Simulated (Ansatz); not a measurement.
# NaMg3O4 (Pm-3m) in Ansatz: reference runs

Reference runs on NaMg3O4: the cell as given and a disturbed copy.

All numbers are computed with Ansatz 0.2.0; they aren't measurements. Logs are shortened: lines on timing, memory, paths and dates and some standing lists are left out, and cuts for length are marked.

**1. The crystal as given**

The structure is cubic, space group Pm-3m (No. 221). The conventional cell has a = 4.354 Å, b = 4.354 Å, c = 4.354 Å, α = 90.00°, β = 90.00°, γ = 90.00°. Mg (site symmetry 4/mmm) is surrounded by 6 O at 2.18 Å. Na (site symmetry m-3m) has 6 O at 2.18 Å as nearest neighbours. Around O (site symmetry 4/mmm) lie 4 Mg at 2.18 Å and 2 Na at 2.18 Å. O (site symmetry m-3m) has 6 Mg at 2.18 Å as nearest neighbours.

The cell comes from a database or a generator and needn't be the stable form of this composition.

**2. Single point, PBE**

Input file input.yaml:

```yaml
crystal:
  lattice:
    - [4.35375365, 0.0, 0.0]
    - [0.0, 4.35375365, 0.0]
    - [0.0, 0.0, 4.35375365]
  atoms:
    - { symbol: Mg, position: [0.5, 0.5, 0.0] }
    - { symbol: Mg, position: [0.5, 0.0, 0.5] }
    - { symbol: Mg, position: [0.0, 0.5, 0.5] }
    - { symbol: Na, position: [0.0, 0.0, 0.0] }
    - { symbol: O, position: [0.0, 0.5, 0.0] }
    - { symbol: O, position: [0.0, 0.0, 0.5] }
    - { symbol: O, position: [0.5, 0.5, 0.5] }
    - { symbol: O, position: [0.5, 0.0, 0.0] }
hamiltonian:
  xc: pbe
  pseudopotentials: { kind: paw }
kpoints:
  mp_grid: { grid: [6, 6, 6] }
scf:
  occupations: { method: fermi_dirac, width: 0.05 }
output:
  forces: true
  stress: true
  eigenvalues: true
```

Potentials or basis: Ansatz PAW.

The run is started by

```bash
$ ansatz run input.yaml --threads 4 --pin off --max-ram 10240MiB --backend cpu --events-out ev --progress --plain --runs-dir out
```

Output:

```text
Warning: RAYON_NUM_THREADS=4 ignored (pool sized by the plan → 4); use --threads N
Engine: ansatz 0.2.0, x86_64-unknown-linux-gnu
Pseudopotentials: kind: paw
Pseudopotential: Mg, paw, valence charge 10, recommended cutoff 420 eV (normal), Mg.paw.azcp
Pseudopotential: Na, paw, valence charge 9, recommended cutoff 420 eV (normal), Na.paw.azcp
Pseudopotential: O, paw, valence charge 6, recommended cutoff 420 eV (normal), O.paw.azcp
Functional definition: PBE
  parameter kappa = 0.804
  parameter beta = 0.06672455060314922
  exchange = pbe_x(kappa = kappa, mu = beta*pi^2/3)
  correlation = pbe_c(beta = beta)
Crystal: 8 atoms, lattice volume = 82.526 Å³
Basis set: ecut = 420 eV, 1575 PW (Γ), exchange–correlation on 60×60×60 points (8 copies of the dense FFT grid, shifted against one another)
Bands: 40, of which v1, the nominal top of the filled ones, is band 32 counted from 1 (31 counted from 0)
Symmetry: 48 space group operations
Space group: Pm-3m (ITA 221), of the structure as read, at distance tolerance 4.4e-5 Å
k-points: 20 of 216
Non-local potential: Mg, projectors of the file, l = 0: 3, l = 1: 2, l = 2: 1
Non-local potential: Na, projectors of the file, l = 0: 3, l = 1: 2, l = 2: 1
Non-local potential: O, projectors of the file, l = 0: 2, l = 1: 2, l = 2: 1
PAW form: soft (Blöchl's): semilocal exchange-correlation on the pseudo side does not see the compensation charge
PAW one-centre angular grid: Mg, 110 points (default); XC on 64 Gauss nodes
PAW one-centre angular grid: Na, 110 points (default); XC on 64 Gauss nodes
PAW one-centre angular grid: O, 110 points (default); XC on 64 Gauss nodes
Initial density: superposition of atomic densities (neutral atoms: chi_scale 0, normalization atom), corrected by the library's trained network
Initial wavefunctions: pseudopotential atomic-orbital guess
Functional: x = pbe(κ = 0.804, μ = 0.2195149727645171), c = pbe(β = 0.06672455060314922)
SCF iter   1: F=—  HF=-9534.360223 eV  |F-HF|=—  |Δ(HF+E_count)|=         —  Δρ=3.95e-3  dr2=5.65e-3  ethr=1.77e-3  ⟨swp⟩=6.2  Hψ=3323  notcnv=0  defer=1
preconditioner: auto → Kerker (q_TF=auto, 2.608 Å⁻¹)  [metal: Δε(μ)=0.018 eV  Ē_g=17.300 eV  σ=0.050 eV  W_gap=0.09  n_scr=26 (ndim 8)  ℏωp=24.9 eV  f_vac=0.000  D(μ)=8.35/eV (n_scr^D=92)]
SCF iter   2: F=—  HF=-9534.358572 eV  |F-HF|=—  |Δ(HF+E_count)|=   1.65e-3  Δρ=1.63e-3  dr2=1.37e-3  ethr=8.97e-6  ⟨swp⟩=1.9  Hψ=1224  notcnv=0  defer=11
SCF iter   3: F=—  HF=-9534.358472 eV  |F-HF|=—  |Δ(HF+E_count)|=   1.00e-4  Δρ=2.88e-4  dr2=1.79e-4  ethr=2.18e-6  ⟨swp⟩=1.0  Hψ=737  notcnv=0  defer=11
SCF iter   4: F=—  HF=-9534.358432 eV  |F-HF|=—  |Δ(HF+E_count)|=   3.97e-5  Δρ=1.82e-4  dr2=6.10e-5  ethr=2.83e-7  ⟨swp⟩=1.9  Hψ=1109  notcnv=0  defer=11
SCF iter   5: F=—  HF=-9534.357202 eV  |F-HF|=—  |Δ(HF+E_count)|=   1.23e-3  Δρ=7.36e-5  dr2=6.46e-6  ethr=9.68e-8  ⟨swp⟩=2.0  Hψ=1311  notcnv=0  defer=11
SCF iter   6: F=—  HF=-9534.357200 eV  |F-HF|=—  |Δ(HF+E_count)|=   1.36e-6  Δρ=4.01e-5  dr2=7.20e-7  ethr=1.03e-8  ⟨swp⟩=2.0  Hψ=1368  notcnv=0  defer=11
SCF iter   7: F=—  HF=-9534.357200 eV  |F-HF|=—  |Δ(HF+E_count)|=   2.58e-7  Δρ=1.41e-5  dr2=1.40e-7  ethr=1.14e-9  ⟨swp⟩=2.0  Hψ=1016  notcnv=0  defer=11
SCF iter   8: F=-9534.357200 eV  HF=-9534.357200 eV  |F-HF|=5.05e-9  |Δ(HF+E_count)|=   6.18e-8  Δρ=3.85e-6  dr2=1.26e-8  ethr=1.59e-10  ⟨swp⟩=8.2  Hψ=3279  notcnv=0
SCF 1 converged in 8 iterations: F = -9534.357200 eV  dr2 = 1.26e-8
SCF converged after 8 iterations
Free energy (F): -9534.357200 eV
Harris-Foulkes:  -9534.357200 eV  (|F-HF|=5.05e-9)
Internal energy: -9534.289345 eV  (E = F + TS)
E sigma→0 (E₀):  -9534.323273 eV
Entropy (-TS):   -0.067855 eV (-8.482 meV/atom)
Fermi energy:    6.229670 eV
--- Per-component energies (eV) ---
  E_band       = -1126.001200
  E_kinetic    = 1055.876058
  E_local      = -6364.318098  (includes V_loc(G=0)·N_el)
  E_nonlocal   = 593.255112
  E_hartree    = 2199.369361
  E_xc         = -426.065653
  E_vxc        = -545.469345  (∫ρ·V_xc dr)
  E_paw        = -1771.370456  (= ΣΔE_a)
  E_vpaw       = -264.094959  (= ΣTr[D̂ρ^β])
  E_aug_tail   = 0.009575  (compensation charges beyond the density's cutoff)
  E_ewald      = -4821.045246
  E_smearing   = -0.067855  (= −TS)
  E_closure    = 0.000000  (closes the sum)
  Σ components = -9534.357200   (vs F -9534.357200, Δ=0.00e0)
--- Forces (eV/Å), atoms counted from 1 ---
  atom   1  Mg     0.00000000    -0.00000000     0.00000000
  atom   2  Mg     0.00000000    -0.00000000     0.00000000
  atom   3  Mg     0.00000000    -0.00000000     0.00000000
  atom   4  Na    -0.00000000     0.00000000     0.00000000
  atom   5  O      0.00000000     0.00000000    -0.00000000
  atom   6  O      0.00000000     0.00000000     0.00000000
  atom   7  O      0.00000000    -0.00000000    -0.00000000
  atom   8  O      0.00000000    -0.00000000    -0.00000000
  max |Σ_I F_I| component: 1.31e-28 eV/Å
--- Stress (GPa, compression-positive) ---
       -0.864148       0.000000       0.000000
       -0.000000      -0.864148      -0.000000
        0.000000       0.000000      -0.864148
  P = ⅓ Tr σ = -0.8641 GPa (-8.641 kbar)
--- Band table (eV; the first three rows and the last of 20) ---
  k-point 0: bands = ["-66.4026", "-66.3974", "-66.3974", "-41.4024", "-33.1783", "-33.1783", "-33.1783", "-33.1506", "-33.1506", "-33.1506", "-33.1425", "-33.1425", "-33.1425", "-13.3984", "-13.3984", "-13.3984", "-10.3791", "-9.2835", "-9.1345", "-9.1345", "2.9608", "2.9608", "2.9608", "5.1224", "5.1224", "5.1224", "5.4232", "5.4232", "5.4232", "6.4469", "6.4469", "6.4469", "10.6654", "15.3578", "15.3578", "15.9129", "15.9129", "15.9129", "18.7717", "18.7717"]
  k-point 1: bands = ["-66.4023", "-66.3977", "-66.3974", "-41.4023", "-33.1771", "-33.1771", "-33.1764", "-33.1510", "-33.1510", "-33.1509", "-33.1450", "-33.1434", "-33.1434", "-13.4302", "-13.3981", "-13.3981", "-10.2913", "-9.3151", "-9.1270", "-9.1230", "3.0653", "3.0673", "3.0673", "5.0054", "5.0054", "5.0231", "5.2659", "5.3945", "5.3945", "6.0584", "6.3715", "6.3715", "11.2193", "15.4181", "15.7413", "16.1194", "16.2223", "16.2223", "18.3550", "18.6666"]
  k-point 2: bands = ["-66.4015", "-66.3985", "-66.3974", "-41.4022", "-33.1744", "-33.1744", "-33.1713", "-33.1521", "-33.1521", "-33.1514", "-33.1514", "-33.1449", "-33.1449", "-13.4912", "-13.3974", "-13.3974", "-10.0678", "-9.4724", "-9.1000", "-9.0684", "3.3629", "3.3629", "3.4045", "4.5830", "4.5830", "4.7452", "4.8355", "5.4838", "5.4838", "5.4988", "6.1916", "6.1916", "12.4251", "15.0319", "16.6831", "16.7209", "16.9571", "16.9571", "18.3391", "18.3391"]
  k-point 19: bands = ["-66.3991", "-66.3991", "-66.3991", "-41.4017", "-33.2003", "-33.1708", "-33.1708", "-33.1708", "-33.1496", "-33.1496", "-33.1374", "-33.1374", "-33.1374", "-13.5096", "-13.5096", "-13.5096", "-9.6166", "-9.0908", "-9.0908", "-9.0908", "2.1670", "2.1670", "2.1670", "3.5181", "5.6453", "5.6453", "5.6453", "5.7382", "5.7382", "5.7382", "6.1822", "6.1822", "13.7192", "14.5016", "14.5016", "14.5016", "17.8890", "17.8890", "17.8890", "19.4332"]
```

It took 0.56 s on 4 threads of Intel Xeon 6975P-C (Granite Rapids), shared host; peak memory 0.51 GiB.

What came out:

| Item | Value |
| --- | --- |
| Free energy | -9534.3572 eV |
| Pressure | -0.9 GPa |
| Band gap on the k mesh | none (metal or under the smearing width) |

Caveat: the pressure holds a Pulay correction of +0.6 GPa for the finite cutoff; an odd number of electrons without spin polarisation forces a metal; a magnetic or distorted state may lie lower.

**3. Single point, PBE (atoms moved at random, drawn with an rms of 0.05 Å)**

Input file input.yaml:

```yaml
crystal:
  lattice:
    - [4.35375365, 0.0, 0.0]
    - [0.0, 4.35375365, 0.0]
    - [0.0, 0.0, 4.35375365]
  atoms:
    - { symbol: Mg, position: [0.485697, 0.502064, -0.009763] }
    - { symbol: Mg, position: [0.505859, -0.005463, 0.509728] }
    - { symbol: Mg, position: [0.008601, 0.500318, 0.493537] }
    - { symbol: Na, position: [-0.001788, 0.002826, 0.007138] }
    - { symbol: O, position: [-0.001455, 0.489081, 0.005032] }
    - { symbol: O, position: [-0.002146, 0.008871, 0.485604] }
    - { symbol: O, position: [0.50375, 0.509787, 0.505758] }
    - { symbol: O, position: [0.518176, 0.006017, -0.011428] }
hamiltonian:
  xc: pbe
  pseudopotentials: { kind: paw }
kpoints:
  mp_grid: { grid: [6, 6, 6] }
scf:
  occupations: { method: fermi_dirac, width: 0.05 }
output:
  forces: true
  stress: true
  eigenvalues: true
```

Potentials or basis: Ansatz PAW.

The run is started by

```bash
$ ansatz run input.yaml --threads 4 --pin off --max-ram 10240MiB --backend cpu --events-out ev --progress --plain --runs-dir out
```

Output:

```text
Warning: RAYON_NUM_THREADS=4 ignored (pool sized by the plan → 4); use --threads N
[... 10 set-up lines as earlier in the session ...]
Crystal: 8 atoms, lattice volume = 82.526 Å³
Basis set: ecut = 420 eV, 1575 PW (Γ), exchange–correlation on 60×60×60 points (8 copies of the dense FFT grid, shifted against one another)
Bands: 40, of which v1, the nominal top of the filled ones, is band 32 counted from 1 (31 counted from 0)
Symmetry: 1 space group operations
Space group: P1 (ITA 1), of the structure as read, at distance tolerance 4.4e-5 Å
k-points: 112 of 216 (time reversal used)
[... 10 set-up lines as earlier in the session ...]
SCF iter   1: F=—  HF=-9534.183038 eV  |F-HF|=—  |Δ(HF+E_count)|=         —  Δρ=3.86e-3  dr2=5.97e-3  ethr=1.77e-3  ⟨swp⟩=6.2  Hψ=18717  notcnv=0  defer=5
preconditioner: auto → Kerker (q_TF=auto, 2.608 Å⁻¹)  [metal: Δε(μ)=0.009 eV  Ē_g=17.266 eV  σ=0.050 eV  W_gap=0.04  n_scr=26 (ndim 8)  ℏωp=24.9 eV  f_vac=0.000  D(μ)=8.47/eV (n_scr^D=92)]
SCF iter   2: F=—  HF=-9534.181519 eV  |F-HF|=—  |Δ(HF+E_count)|=   1.52e-3  Δρ=1.59e-3  dr2=1.51e-3  ethr=9.47e-6  ⟨swp⟩=2.3  Hψ=7535  notcnv=0  defer=45
SCF iter   3: F=—  HF=-9534.181403 eV  |F-HF|=—  |Δ(HF+E_count)|=   1.15e-4  Δρ=3.14e-4  dr2=2.16e-4  ethr=2.40e-6  ⟨swp⟩=1.0  Hψ=4149  notcnv=0  defer=45
SCF iter   4: F=—  HF=-9534.181355 eV  |F-HF|=—  |Δ(HF+E_count)|=   4.87e-5  Δρ=1.83e-4  dr2=6.42e-5  ethr=3.43e-7  ⟨swp⟩=1.8  Hψ=6350  notcnv=0  defer=45
SCF iter   5: F=—  HF=-9534.180877 eV  |F-HF|=—  |Δ(HF+E_count)|=   4.78e-4  Δρ=7.12e-5  dr2=6.02e-6  ethr=1.02e-7  ⟨swp⟩=2.0  Hψ=7380  notcnv=0  defer=45
SCF iter   6: F=—  HF=-9534.180876 eV  |F-HF|=—  |Δ(HF+E_count)|=   7.67e-7  Δρ=4.78e-5  dr2=1.21e-6  ethr=9.55e-9  ⟨swp⟩=2.0  Hψ=7427  notcnv=0  defer=45
SCF iter   7: F=—  HF=-9534.180876 eV  |F-HF|=—  |Δ(HF+E_count)|=   1.35e-7  Δρ=1.47e-5  dr2=1.48e-7  ethr=1.92e-9  ⟨swp⟩=2.0  Hψ=5617  notcnv=0  defer=45
SCF iter   8: F=-9534.180876 eV  HF=-9534.180876 eV  |F-HF|=2.48e-9  |Δ(HF+E_count)|=   3.82e-8  Δρ=3.51e-6  dr2=1.13e-8  ethr=1.59e-10  ⟨swp⟩=8.1  Hψ=17806  notcnv=0
SCF 1 converged in 8 iterations: F = -9534.180876 eV  dr2 = 1.13e-8
SCF converged after 8 iterations
Free energy (F): -9534.180876 eV
Harris-Foulkes:  -9534.180876 eV  (|F-HF|=2.48e-9)
Internal energy: -9534.112301 eV  (E = F + TS)
E sigma→0 (E₀):  -9534.146588 eV
Entropy (-TS):   -0.068575 eV (-8.572 meV/atom)
Fermi energy:    6.236274 eV
--- Per-component energies (eV) ---
  E_band       = -1125.745852
  E_kinetic    = 1056.303780
  E_local      = -6376.419837  (includes V_loc(G=0)·N_el)
  E_nonlocal   = 593.387699
  E_hartree    = 2205.263795
  E_xc         = -426.168730
  E_vxc        = -545.610578  (∫ρ·V_xc dr)
  E_paw        = -1771.331980  (= ΣΔE_a)
  E_vpaw       = -263.946446  (= ΣTr[D̂ρ^β])
  E_aug_tail   = 0.009727  (compensation charges beyond the density's cutoff)
  E_ewald      = -4815.156754
  E_smearing   = -0.068575  (= −TS)
  E_closure    = 0.000000  (closes the sum)
  Σ components = -9534.180876   (vs F -9534.180876, Δ=0.00e0)
--- Forces (eV/Å), atoms counted from 1 ---
  atom   1  Mg     0.57547095    -0.08258107     0.31970985
  atom   2  Mg     0.06574357     0.32575385    -0.41158010
  atom   3  Mg    -0.37345552    -0.01912984     0.09762082
  atom   4  Na     0.52600229    -0.40993672    -0.69023553
  atom   5  O      0.19814041     0.75837116    -0.23682508
  atom   6  O      0.31721578    -0.24153080     0.94206135
  atom   7  O     -0.22287987    -0.16848201    -0.26600496
  atom   8  O     -1.08586873    -0.16256133     0.24515051
  max |Σ_I F_I| component: 3.69e-4 eV/Å
--- Stress (GPa, compression-positive) ---
       -0.341783      -0.009186       0.122056
       -0.009186      -0.198607       0.101213
        0.122056       0.101213       0.724225
  P = ⅓ Tr σ = 0.0613 GPa (0.613 kbar)
--- Band table (eV; the first three rows and the last of 112) ---
  k-point 0: bands = ["-66.4041", "-66.4002", "-66.3759", "-41.3938", "-33.1799", "-33.1782", "-33.1700", "-33.1538", "-33.1494", "-33.1482", "-33.1314", "-33.1271", "-33.1264", "-13.4035", "-13.3996", "-13.3939", "-10.3785", "-9.2873", "-9.1266", "-9.1203", "2.9627", "2.9670", "2.9739", "5.1160", "5.1284", "5.1371", "5.4106", "5.4186", "5.4202", "6.4318", "6.4466", "6.4536", "10.6480", "15.3062", "15.3405", "15.8831", "15.8994", "15.9426", "18.5543", "18.7671"]
  k-point 1: bands = ["-66.4038", "-66.4005", "-66.3759", "-41.3937", "-33.1789", "-33.1763", "-33.1687", "-33.1542", "-33.1515", "-33.1486", "-33.1322", "-33.1276", "-33.1270", "-13.4351", "-13.3992", "-13.3937", "-10.2912", "-9.3184", "-9.1211", "-9.1071", "3.0465", "3.0723", "3.0999", "4.9776", "4.9984", "5.0608", "5.2546", "5.3924", "5.4009", "6.0623", "6.3624", "6.3766", "11.1973", "15.3553", "15.6810", "16.0622", "16.2363", "16.2678", "18.2961", "18.6699"]
  k-point 2: bands = ["-66.4031", "-66.4011", "-66.3760", "-41.3936", "-33.1765", "-33.1715", "-33.1655", "-33.1563", "-33.1555", "-33.1506", "-33.1339", "-33.1297", "-33.1270", "-13.4959", "-13.3985", "-13.3931", "-10.0693", "-9.4721", "-9.0906", "-9.0583", "3.3342", "3.3635", "3.4422", "4.5500", "4.5837", "4.7676", "4.8524", "5.4645", "5.4843", "5.5194", "6.1925", "6.2001", "12.3919", "14.9555", "16.5201", "16.6469", "16.9757", "17.0473", "18.2504", "18.3719"]
  k-point 111: bands = ["-66.4020", "-66.4020", "-66.3761", "-41.3931", "-33.1977", "-33.1740", "-33.1662", "-33.1653", "-33.1521", "-33.1395", "-33.1326", "-33.1235", "-33.1228", "-13.5143", "-13.5094", "-13.5053", "-9.6254", "-9.0918", "-9.0806", "-9.0794", "2.1662", "2.1750", "2.1802", "3.5227", "5.6326", "5.6385", "5.6457", "5.7425", "5.7480", "5.7551", "6.1807", "6.1865", "13.7163", "14.4406", "14.4694", "14.5031", "17.8260", "17.8656", "17.9040", "19.3846"]
```

Run time: 3.3 s. Hardware: 4 threads of Intel Xeon 6975P-C (Granite Rapids), shared host; peak memory 0.64 GiB.

Results:

```yaml
Free_energy: -9534.1809 eV
Pressure: 0.1 GPa
Largest_force: 1.125 eV/Å
Band_gap_on_the_k_mesh: none (metal or under the smearing width)
```

Forces on the atoms (eV/Å):
```
Mg   0.575 -0.083  0.320
Mg   0.066  0.326 -0.412
Mg  -0.373 -0.019  0.098
Na   0.526 -0.410 -0.690
O    0.198  0.758 -0.237
O    0.317 -0.242  0.942
O   -0.223 -0.168 -0.266
O   -1.086 -0.163  0.245
```

Stress tensor (GPa, compression positive):
```
-0.34 -0.01  0.12
-0.01 -0.20  0.10
 0.12  0.10  0.72
```

Caveat: the pressure holds a Pulay correction of +0.6 GPa for the finite cutoff; an odd number of electrons without spin polarisation forces a metal; a magnetic or distorted state may lie lower.
